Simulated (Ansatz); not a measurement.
# C₂H₄BBrSn: a ladder of functionals and wavefunction methods

How much do the methods differ for C₂H₄BBrSn? The plan is to run it at one geometry with functionals of several rungs and with coupled cluster, and see how far each lands from CCSD(T) at the basis-set limit for the atomisation energy.

The runs use Ansatz 0.2.0, Gaussian basis; functionals in def2-TZVPP, the program's frozen cores in correlated methods.

The runs, in order: LDA (SPW92), PBE-D4, revPBE-D4, BLYP-D4, r2SCAN-D4, B97M-V, PBE0-D4, B3LYP-D4, r2SCANh-D4, r2SCAN0-D4, HSE06-D4, BHLYP-D4, CAM-B3LYP-D4, LC-ωPBE, ωB97X-V, ωB97M-V, B2PLYP, PBE-QIDH; CCSD(T)/def2-SVP; CCSD(T)/def2-TZVPP; MP2/def2-QZVPP; extrapolation to the limit; RPA on PBE.

## 1. The relaxed structure

All runs share one geometry, relaxed beforehand with PBE0-D4 in a triple-zeta def2 set. Sn takes the def2 core potential; no spin-orbit term is included.

SMILES `BrC1=C[B]1[SnH3]`, 9 atoms, charge 0, spin multiplicity 1.

Atoms are counted from 1 here; the program's logs count them from 0.

Bond lengths: Br1–C2 1.847 Å, C2–C3 1.335 Å, C2–B4 1.470 Å, C3–B4 1.483 Å, C3–H6 1.081 Å, B4–Sn5 2.213 Å, Sn5–H7 1.706 Å, Sn5–H8 1.707 Å, Sn5–H9 1.707 Å. Angles: Br1–C2–C3 140.3°, Br1–C2–B4 156.1°, C3–C2–B4 63.6°, C2–C3–B4 62.6°, C2–C3–H6 141.5°, B4–C3–H6 155.8°, C2–B4–C3 53.8°, C2–B4–Sn5 153.8°, C3–B4–Sn5 152.4°, B4–Sn5–H7 111.4°, B4–Sn5–H8 111.4°, B4–Sn5–H9 109.8°, H7–Sn5–H8 108.2°, H7–Sn5–H9 108.0°, H8–Sn5–H9 107.9°.

## 2. LDA

This LDA is Slater exchange with PW92 correlation.

Input file in.yaml:

```yaml
crystal:
  periodic: [false, false, false]
  atoms:
    - {symbol: Br, position_ang: [0.994930, 1.694119, -2.933457]}
    - {symbol: C, position_ang: [0.902830, 0.564831, -1.474555]}
    - {symbol: C, position_ang: [1.601680, -0.406126, -0.881877]}
    - {symbol: B, position_ang: [0.311392, -0.019514, -0.262275]}
    - {symbol: Sn, position_ang: [-1.244735, -0.198027, 1.300584]}
    - {symbol: H, position_ang: [2.520497, -0.966842, -0.977507]}
    - {symbol: H, position_ang: [-2.793292, 0.163918, 0.681683]}
    - {symbol: H, position_ang: [-1.289205, -1.772516, 1.959230]}
    - {symbol: H, position_ang: [-0.915499, 0.893858, 2.571175]}
basis:
  gaussian: {orbitals: def2-TZVPP}
hamiltonian: {xc: lda}
output: {orbitals: {seedname: orbitals}}
```

Further steps of the session: PBE-D4 (GGA); revPBE-D4 (GGA); BLYP-D4 (GGA); r2SCAN-D4 (meta-GGA); B97M-V (meta-GGA); PBE0-D4 (hybrid); B3LYP-D4 (hybrid); r2SCANh-D4 (hybrid); r2SCAN0-D4 (hybrid); HSE06-D4 (hybrid); BHLYP-D4 (hybrid); CAM-B3LYP-D4 (range-separated); LC-ωPBE (range-separated); ωB97X-V (range-separated); ωB97M-V (range-separated); B2PLYP (double hybrid); PBE-QIDH (double hybrid); CCSD(T) in def2-SVP; CCSD(T) in def2-TZVPP; MP2 in def2-QZVPP; RPA on PBE orbitals.

Before running them: what should the planned runs give, taken together? Wanted: atomisation energy, CCSD(T)/CBS; farthest beyond LDA; mean size of error, GGA; mean size of error, meta-GGA; mean size of error, hybrid; mean size of error, range-separated; mean size of error, double hybrid; gap, smallest and largest; T1 diagnostic.

**Answer**, as computed:

```
                               quantity                                                                                                    value
        atomisation energy, CCSD(T)/CBS                                                                                            2998.8 kJ/mol
 functionals within 30.0 kJ/mol (1.0 %)  revPBE-D4, BLYP-D4, B3LYP-D4, r2SCANh-D4, r2SCAN0-D4, CAM-B3LYP-D4, LC-ωPBE, ωB97X-V, ωB97M-V, PBE-QIDH
                    farthest beyond LDA                                                                                    PBE-D4 (+95.3 kJ/mol)
                mean size of error, GGA                                                                                              39.2 kJ/mol
           mean size of error, meta-GGA                                                                                              47.5 kJ/mol
             mean size of error, hybrid                                                                                              36.0 kJ/mol
    mean size of error, range-separated                                                                                               8.7 kJ/mol
      mean size of error, double hybrid                                                                                              25.8 kJ/mol
              gap, smallest and largest                                                                4.66 eV (LDA (SPW92)), 11.73 eV (LC-ωPBE)
                          T1 diagnostic                                                                                                   0.0117
triples share of the correlation energy                                                                                                    4.0 %
```

LDA overbinds by 503.5 kJ/mol (17 %). PBE-D4 misses by +95.3 kJ/mol. Double hybrids carry the basis error of their MP2 part in triple zeta, and no dispersion term here, so their miss is partly the set-up's. The rungs range-separated, double hybrid miss on average by less than the doubt on the reference (30.0 kJ/mol), so they tie. Misses under about 30.0 kJ/mol are within the doubt on the reference itself, which lacks core-valence correlation, spin-orbit coupling and higher excitations, and its outer-core shells are covered unevenly. All levels share the lack of spin-orbit coupling, which lowers the free heavy atoms and so the true binding. Hartree-Fock recovers 72 % of the binding; the rest is correlation. CCSD(T) in def2-SVP is off by -165.3 kJ/mol, worse than the median functional, from the basis alone. Orbital gaps span 4.7 to 11.7 eV; exact exchange widens them. Correlated methods include outer-core shells of Br, Sn, which these sets cover unevenly.
